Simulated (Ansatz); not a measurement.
**Cs2SbN2: one run, from forces to fields**

The system is Cs2SbN2, a structure type of another compound, with these elements put in. Wanted, at the geometry given: gap or metal, charges, bonding, and the stress on the cell.

All numbers below are computed with Ansatz 0.2.0 (DFT, r2SCAN, no spin polarisation, plane waves, PAW).

## (1) The cell

Symmetry: I4/mmm, No. 139, tetragonal system. Conventional cell: a = 4.336 Å, b = 4.336 Å, c = 13.740 Å, α = 90.00°, β = 90.00°, γ = 90.00°. N (site symmetry -4m2) has 4 Cs at 2.52 Å as nearest neighbours. Sb (site symmetry 4/mmm) has 8 Cs at 3.74 Å and 8 N at 4.06 Å as nearest neighbours. Around Cs (site symmetry 4mm) lie 4 N at 2.52 Å.

In its conventional cell, by symmetry (the run takes the cell typed in the input):

```cif
data_structure
_symmetry_space_group_name_H-M 'I4/mmm'
_symmetry_Int_Tables_number 139
_cell_length_a 4.3364
_cell_length_b 4.3364
_cell_length_c 13.7397
_cell_angle_alpha 90.000
_cell_angle_beta 90.000
_cell_angle_gamma 90.000
_cell_volume 258.36
loop_
_atom_site_label
_atom_site_type_symbol
_atom_site_symmetry_multiplicity
_atom_site_Wyckoff_symbol
_atom_site_fract_x
_atom_site_fract_y
_atom_site_fract_z
_atom_site_occupancy
N1 N 4 d 0.00000 0.50000 0.75000 1
Sb1 Sb 2 a 0.00000 0.00000 0.00000 1
Cs1 Cs 4 e 0.50000 0.50000 0.84400 1
```

It is a restart: the density comes from an earlier run on this cell.

## (2) The calculation

Contents of input.yaml:

```yaml
crystal:
  lattice:
    - [0.0, 4.336383, 0.0]
    - [4.336383, 0.0, 0.0]
    - [2.168192, 2.168192, -6.869866]
  atoms:
    - { symbol: "N", position: [0.25, 0.75, 0.5] }
    - { symbol: "N", position: [0.75, 0.25, 0.5] }
    - { symbol: Sb, position: [0.0, 0.0, 0.0] }
    - { symbol: Cs, position: [0.344, 0.344, 0.312] }
    - { symbol: Cs, position: [0.656, 0.656, 0.688] }
  symmetry: { tolerance: 0.0003 }
kpoints:
  mp_grid: { grid: [8, 8, 8], shift: [0, 0, 0] }
  band_path:
    path:
      - [0.0, 0.0, 0.0]
      - [0.5, 0.5, 0.5]
      - [0.5, 0.5, 0.25]
      - [0.0, 0.5, 0.0]
      - [0.0, 0.0, 0.0]
      - [0.0, 0.0, -0.5]
      - [0.0, 0.45019548, -0.27490226]
      - [0.0, 0.54980452, 0.27490226]
      - [0.0, 0.0, 0.0]
      - [0.5, 0.5, 0.5]
      - [0.45019548, 0.54980452, 0.5]
    npoints: 6
magnetization:
  spin_polarized: false
scf:
  occupations: { method: gaussian, width: 0.0353 }
  lower_state_search: "off"
  max_iter: 200
hamiltonian:
  pseudopotentials: { kind: paw }
  xc: r2scan
basis:
  ecutwfc: 500
  fft_grid_basis: typed
output:
  forces: true
  stress: true
  eigenvalues: true
  bader: true
  populations: true
  elf: true
  write_potential: true
  volumetric_format: npy
  dos:
    e_range: [-12, 8]
    de: 0.05
    projected: { site_lists: { Cs: [Cs], "N": ["N"], Sb: [Sb] } }
checkpoint:
  read: saved_state
```

Before running it: what results should come out? Wanted: largest force; pressure; character; Bader charges.

**Answer**, as computed:

```
                                                 quantity                          value
                                            largest force               1.867 eV/Å on Cs
                                                 pressure                        5.2 GPa
           formation energy (elements from separate runs)                   2.32 eV/atom
                                                character                          metal
density of states, mean within 0.25 eV of the Fermi level            8.7 per eV per cell
                                            Bader charges  N -0.74, Sb -0.07, Cs +0.77 e
```

In words: It is a metal; within 0.25 eV of the Fermi level the density of states averages 8.7 per eV per cell, mostly N p (59 %) and Sb p (27 %). By Bader's partition Cs gives up most (+0.77 e) and N takes most (-0.74 e). At 5.2 GPa the cell is compressed and would expand, and unequal principal stresses would change its shape. Cs feels the largest force, 1.87 eV/Å, so the positions are not relaxed.

Keep in mind: an odd count of electrons without spin polarisation forces a partly filled band; many states at the Fermi level without spin polarisation, so a magnetic state may lie lower.
